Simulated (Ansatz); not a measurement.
# C2H3Br, SMILES C[C]Br: a single point in a Gaussian basis

Program: Ansatz 0.2.0, Python API.

`run_energy.py`
```python
# -*- coding: utf-8 -*-
"""Single point of C2H3Br in a Gaussian basis."""

import ansatz

geometry = (
    ansatz.Crystal.molecule()
    .atom("C", (-0.524, -0.0262, -0.0273))
    .atom("C", (0.6814, 0.8942, -0.0648))
    .atom("Br", (2.3164, -0.1228, 0.1486))
    .atom("H", (-0.5657, -0.556, 0.9472))
    .atom("H", (-1.4468, 0.5768, -0.1512))
    .atom("H", (-0.4613, -0.766, -0.8525))
)

calc = (
    geometry.calculation()
    .basis(gaussian="cc-pVDZ")
    .functional("BLYP")
    .spin("collinear", total=2)
)
print(calc.to_yaml())
r = calc.session().plan(threads=1).execute().report

for key in ("converged", "free_energy_ev", "reference_energy_ev", "n_frozen", "n_occupied", "n_virtual"):
    print(f"{key:22s} {r[key]}")

state = r["mean_field"]["state"]
print(f"mean field: {state['energy']['hartree']:.7f} Ha, <S^2> = {abs(state['spin_squared']):.4f}, stability: {state.get('stability', {}).get('kind')}")
```

```console
$ python run_energy.py
crystal:
  periodic: [false, false, false]
  atoms:
    - { symbol: C, position_ang: [-0.524, -0.0262, -0.0273] }
    - { symbol: C, position_ang: [0.6814, 0.8942, -0.0648] }
    - { symbol: Br, position_ang: [2.3164, -0.1228, 0.1486] }
    - { symbol: H, position_ang: [-0.5657, -0.556, 0.9472] }
    - { symbol: H, position_ang: [-1.4468, 0.5768, -0.1512] }
    - { symbol: H, position_ang: [-0.4613, -0.766, -0.8525] }
basis:
  gaussian:
    orbitals: cc-pVDZ
hamiltonian:
  xc: blyp
magnetization:
  spin_polarized: true
  initial_magnetization: 2.0

converged              True
free_energy_ev         -72164.32119301551
reference_energy_ev    -72164.32119301551
n_frozen               0
n_occupied             [26, 24]
n_virtual              [44, 46]
mean field: -2651.9898891 Ha, <S^2> = 2.0044, stability: minimum
```

Reading the output:
- Total energies depend on the basis set; only differences at equal settings carry meaning.
- The geometry is a force-field or estimated start, not a minimum of this method, and the basis set is short of its limit.
- The species is open-shell (spin multiplicity 3).
- Run time: 2.6 s on 1 thread of Arm Neoverse V2, on a shared host, peak memory 0.18 GiB.

(A comment or docstring line of the script was reworded after the run, the code is as it ran; lines on the test bed's own set-up are left out of the output.)
